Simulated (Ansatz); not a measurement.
# ClH2MgN: the cost of one run

Program: Ansatz 0.2.0, Gaussian basis. Level of theory: PBE0-D4/def2-TZVP structures, single points in def2-TZVPP, no counterpoise correction. These are calculated values, not measurements.

Levels: SPW92, PBE-D4, BLYP-D4, r2SCAN-D4, B97M-V, PBE0-D4, B3LYP-D4, r2SCAN0-D4, BHLYP-D4, CAM-B3LYP-D4, wB97X-V, wB97M-V, B2PLYP, PBE-QIDH, RPA on PBE, Hartree-Fock, MP2, CCSD, CCSD(T).

Correlated methods freeze the cores. The outer core shell of Li, Na, Mg and K is correlated. B3LYP uses VWN-RPA correlation. B2PLYP carries no dispersion term here.

114 further runs of the same task are left out: 1 that didn't finish, 113 set aside as unsound or not needed.

## Step 1: Starting geometry

The complex: 11 atoms, charge 0, spin multiplicity 1.

Atoms are counted from 1 here; the program's logs count them from 0.

Bond lengths: Mg1–Cl3 2.240 Å, Mg1–N5 1.901 Å, Mg1–N7 2.164 Å, H2–H6 0.754 Å, H4–N7 1.014 Å, N5–H8 1.010 Å, N5–H9 1.010 Å, N7–H10 1.016 Å, N7–H11 1.014 Å. Angles: Cl3–Mg1–N5 149.9°, Cl3–Mg1–N7 99.3°, N5–Mg1–N7 110.2°, Mg1–N5–H8 126.2°, Mg1–N5–H9 126.6°, H8–N5–H9 106.6°, Mg1–N7–H4 113.4°, Mg1–N7–H10 105.4°, Mg1–N7–H11 115.2°, H4–N7–H10 107.7°, H4–N7–H11 107.0°, H10–N7–H11 107.8°.

Geometry (Å):

| atom | x (Å) | y (Å) | z (Å) |
| --- | --- | --- | --- |
| Mg1 | -0.68231 | -0.43045 | 0.17467 |
| H2 | 0.69734 | -1.47990 | -1.57897 |
| Cl3 | -2.38829 | -0.85101 | -1.21403 |
| H4 | -0.19849 | 2.25614 | 0.11776 |
| N5 | 0.30788 | -0.85780 | 1.73994 |
| H6 | 1.11440 | -1.51219 | -0.95186 |
| N7 | -0.09861 | 1.51594 | -0.56861 |
| H8 | 0.18770 | -1.67786 | 2.31651 |
| H9 | 0.95058 | -0.25231 | 2.22944 |
| H10 | -0.73689 | 1.71553 | -1.33343 |
| H11 | 0.84668 | 1.57381 | -0.93142 |

Its parts: ClH2MgN holds atoms 1, 3, 5, 8, 9; H2 holds atoms 2, 6; NH3 holds atoms 4, 7, 10, 11. Each part counts its atoms afresh in its own runs.

## Step 2: Relaxing ClH2MgN alone

File relax-a/in.yaml:

```yaml
crystal:
  periodic: [false, false, false]
  atoms:
    - {symbol: Mg, position_ang: [-0.682308, -0.430450, 0.174672]}
    - {symbol: Cl, position_ang: [-2.388289, -0.851007, -1.214032]}
    - {symbol: N, position_ang: [0.307884, -0.857799, 1.739942]}
    - {symbol: H, position_ang: [0.187699, -1.677858, 2.316511]}
    - {symbol: H, position_ang: [0.950584, -0.252306, 2.229436]}
basis:
  gaussian: {orbitals: def2-TZVP}
hamiltonian: {xc: pbe0, dispersion: d4}
relax: {f_tol: 0.005, max_steps: 200}
```

Command:

```
ansatz run in.yaml --threads 4 --pin off --events-out ev --progress --plain --max-ram 9574MiB
```

**Question.** How long does this run take on 4 threads of Intel Xeon Platinum 8488C, shared host?

About 4.9 s.
